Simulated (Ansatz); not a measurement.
# F2H5NOSi: the cost of one run

All numbers below are computed with Ansatz 0.2.0 (RKS CAM-B3LYP-D4/def2-SVP).

### 1 The structure to begin with

Bond lengths: Si1–N2 2.170 Å, N2–H3 1.060 Å, N2–H4 1.060 Å, Si1–H5 1.460 Å, Si1–F6 1.589 Å, Si1–F7 1.589 Å, Si1–O8 1.980 Å, O8–H9 1.010 Å. Angles: Si1–N2–H3 120.0°, Si1–N2–H4 120.0°, H3–N2–H4 120.0°, N2–Si1–H5 109.5°, N2–Si1–F6 109.5°, N2–Si1–F7 109.5°, N2–Si1–O8 71.6°, H5–Si1–F6 109.5°, H5–Si1–F7 109.5°, H5–Si1–O8 67.2°, F6–Si1–F7 109.5°, F6–Si1–O8 176.6°, F7–Si1–O8 72.8°, Si1–O8–H9 109.5°.

Coordinates:

```xyz
10

Si    0.0000    0.0000    0.0000
N     0.0000    0.0000    2.1700
H    -0.8770   -0.2713    2.7000
H     0.8770    0.2713    2.7000
H     1.3768    0.0000   -0.4862
F    -0.7489    1.2974   -0.5295
F    -0.7489   -1.2974   -0.5295
O     1.0334   -1.5693    0.6243
H     0.4671   -2.4013    0.5398
H     0.6708   -1.0187    1.7475
```

### 2 Pulling towards end A

Springs on the bonds that form and break draw the guess towards this end; the thresholds are loose.

File input.yaml:

```yaml
crystal:
  periodic: [false, false, false]
  atoms:
    - { symbol: Si, position_ang: [0.0, 0.0, 0.0] }
    - { symbol: "N", position_ang: [0.0, 0.0, 2.17] }
    - { symbol: H, position_ang: [-0.877, -0.2713, 2.7] }
    - { symbol: H, position_ang: [0.877, 0.2713, 2.7] }
    - { symbol: H, position_ang: [1.3768, 0.0, -0.4862] }
    - { symbol: F, position_ang: [-0.7489, 1.2974, -0.5295] }
    - { symbol: F, position_ang: [-0.7489, -1.2974, -0.5295] }
    - { symbol: O, position_ang: [1.0334, -1.5693, 0.6243] }
    - { symbol: H, position_ang: [0.4671, -2.4013, 0.5398] }
    - { symbol: H, position_ang: [0.6708, -1.0187, 1.7475] }
basis:
  gaussian: { orbitals: def2-SVP }
hamiltonian:
  xc: cam_b3lyp
  dispersion: d4
relax:
  f_tol: 0.15
  max_steps: 25
  restrain:
    - { distance: [0, 7], at: 2.88, k: 30.0 }
    - { distance: [9, 1], at: 2.26, k: 30.0 }
    - { distance: [0, 1], at: 1.82, k: 30.0 }
    - { distance: [9, 7], at: 1.01, k: 30.0 }
```

Command:

```
ansatz run input.yaml --threads 4 --pin off --max-ram 5120MiB --backend cpu --events-out ev --progress --plain --runs-dir out
```

Q: Estimate wall time and peak memory on 4 threads of Arm Neoverse V1, shared host.

About 18 s, with a peak of 0.24 GiB.
